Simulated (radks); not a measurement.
# Valence configurations of Te

NIST gives [Kr] 4d10 5s2 5p4 as the ground configuration of Te. Does this level of theory agree? Several fillings of the valence shells are run.

The numbers are computed with radks (a radial shooting solver on a logarithmic mesh, Libxc functionals) version 1 (Dirac Kohn-Sham, BLYP, spin-unpolarised, spherical densities, finite nucleus; open shells fill j = l - 1/2 first), except any that are marked as measured or tabulated.

### Step 1. The atom as given

```
element            : tellurium (Z = 52)
charge             : 0
electrons          : 52
configuration      : [Kr] 4d10 5s2 5p4
nuclear rms radius : 4.7423 fm
others tried       : 4d8 5s2 5p6; 4d10 5s1 5p5; 4d10 5s1.5 5p4.5; 4d9 5s2 5p5; 4d8.5 5s1.5 5p6; 4d8.5 5s2 5p5.5; 4d9.5 5s2 5p4.5; 4d9 5s1 5p6; 4d10 5p6
```

### Step 2. [Kr] 4d10 5s2 5p4

The run's settings:

```text
Z 52
configuration [Kr] 4d10 5s2 5p4
relativity Dirac
functional b88,lyp
spin unpolarised
j_filling energy
nucleus finite rms 4.7423 fm
c 137.035999084
```

### Step 3. [Kr] 4d8 5s2 5p6

Settings, as their differences from step 2:

```diff
@@ -1,3 +1,3 @@
 Z 52
-configuration [Kr] 4d10 5s2 5p4
+configuration [Kr] 4d8 5s2 5p6
 relativity Dirac
```

### Step 4. [Kr] 4d10 5s1 5p5

Settings, as their differences from step 3:

```diff
@@ -1,3 +1,3 @@
 Z 52
-configuration [Kr] 4d8 5s2 5p6
+configuration [Kr] 4d10 5s1 5p5
 relativity Dirac
```

### Step 5. [Kr] 4d10 5s1.5 5p4.5

Settings, as their differences from step 4:

```diff
@@ -1,3 +1,3 @@
 Z 52
-configuration [Kr] 4d10 5s1 5p5
+configuration [Kr] 4d10 5s1.5 5p4.5
 relativity Dirac
```

### Step 6. [Kr] 4d9 5s2 5p5

Settings, as their differences from step 5:

```diff
@@ -1,3 +1,3 @@
 Z 52
-configuration [Kr] 4d10 5s1.5 5p4.5
+configuration [Kr] 4d9 5s2 5p5
 relativity Dirac
```

### Step 7. [Kr] 4d8.5 5s1.5 5p6

Settings, as their differences from step 6:

```diff
@@ -1,3 +1,3 @@
 Z 52
-configuration [Kr] 4d9 5s2 5p5
+configuration [Kr] 4d8.5 5s1.5 5p6
 relativity Dirac
```

### Step 8. [Kr] 4d8.5 5s2 5p5.5

Settings, as their differences from step 7:

```diff
@@ -1,3 +1,3 @@
 Z 52
-configuration [Kr] 4d8.5 5s1.5 5p6
+configuration [Kr] 4d8.5 5s2 5p5.5
 relativity Dirac
```

### Step 9. [Kr] 4d9.5 5s2 5p4.5

Settings, as their differences from step 8:

```diff
@@ -1,3 +1,3 @@
 Z 52
-configuration [Kr] 4d8.5 5s2 5p5.5
+configuration [Kr] 4d9.5 5s2 5p4.5
 relativity Dirac
```

### Step 10. [Kr] 4d9 5s1 5p6

Settings, as their differences from step 9:

```diff
@@ -1,3 +1,3 @@
 Z 52
-configuration [Kr] 4d9.5 5s2 5p4.5
+configuration [Kr] 4d9 5s1 5p6
 relativity Dirac
```

### Step 11. [Kr] 4d10 5p6

Settings, as their differences from step 10:

```diff
@@ -1,3 +1,3 @@
 Z 52
-configuration [Kr] 4d9 5s1 5p6
+configuration [Kr] 4d10 5p6
 relativity Dirac
```

Before running it: what results should come out? Wanted: for each run, valence; E − E(NIST configuration); highest level; its energy; 1s shift.

The runs gave:

```
         valence  E − E(NIST configuration) (eV)  highest level  its energy (eV)  1s shift (eV)
    4d10 5s2 5p4                           0.000          5p3/2           -5.463          +0.00
4d10 5s1.5 5p4.5                           4.730          5p3/2           -5.750          -0.77
    4d10 5s1 5p5                           9.521          5p3/2           -6.028          -1.53
 4d9.5 5s2 5p4.5                          18.222          5p3/2           -5.985          -4.32
        4d10 5p6                          19.279          5p3/2           -6.561          -2.99
     4d9 5s2 5p5                          37.745          5p3/2           -6.501          -8.69
     4d9 5s1 5p6                          48.091          5p3/2           -7.035         -10.14
 4d8.5 5s2 5p5.5                          58.572          5p3/2           -7.014         -13.13
 4d8.5 5s1.5 5p6                          63.916          5p3/2           -7.277         -13.84
     4d8 5s2 5p6                          80.703          5p3/2           -7.523         -17.63
```

In words: The NIST configuration is the lowest of those tried, 4.730 eV under 4d10 5s1.5 5p4.5. The energies are those of spherical spin-averaged densities, not of single terms. The 1s eigenvalue shifts by up to 17.63 eV as the valence charge is rearranged.
